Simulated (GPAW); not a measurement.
MoI:

```xyz
2
Lattice="0.0000 3.1789 3.1789 3.1789 0.0000 3.1789 3.1789 3.1789 0.0000" Properties=species:S:1:pos:R:3 pbc="T T T"
Mo    0.0000    0.0000    0.0000
I     4.7683    4.7683    4.7683
```

The cell was built by a generator and needn't be a form met in nature.

Base run:

- Program: GPAW 26.7.0
- Functional: PBE
- Potentials or basis: GPAW PAW data sets (gpaw-data 1.2.1)
- Cutoff: 600 eV
- Basis: pw
- k mesh: 7 × 7 × 7
- Occupations: fermi-dirac, width 0.05 eV
- Spin: no spin polarisation

Its results: pressure -6.9 GPa.

After a change of settings the same cell gave: pressure -7.5 GPa. Which change was it?
A. functional from PBE to LDA; potentials or basis from GPAW PAW data sets (gpaw-data 1.2.1) to the program's PAW data sets (release 1.2.1) made for this functional
B. functional from PBE to RPBE; potentials or basis from GPAW PAW data sets (gpaw-data 1.2.1) to the program's PAW data sets (release 1.2.1) made for this functional
C. functional from PBE to r2SCAN
D. functional from PBE to revPBE; potentials or basis from GPAW PAW data sets (gpaw-data 1.2.1) to the program's PAW data sets (release 1.2.1) made for this functional

C.

Caveats: an odd number of electrons without spin polarisation forces a metal; a magnetic or distorted state may lie lower; the PAW data sets were made with another functional, which shifts forces and pressure a little (some runs).
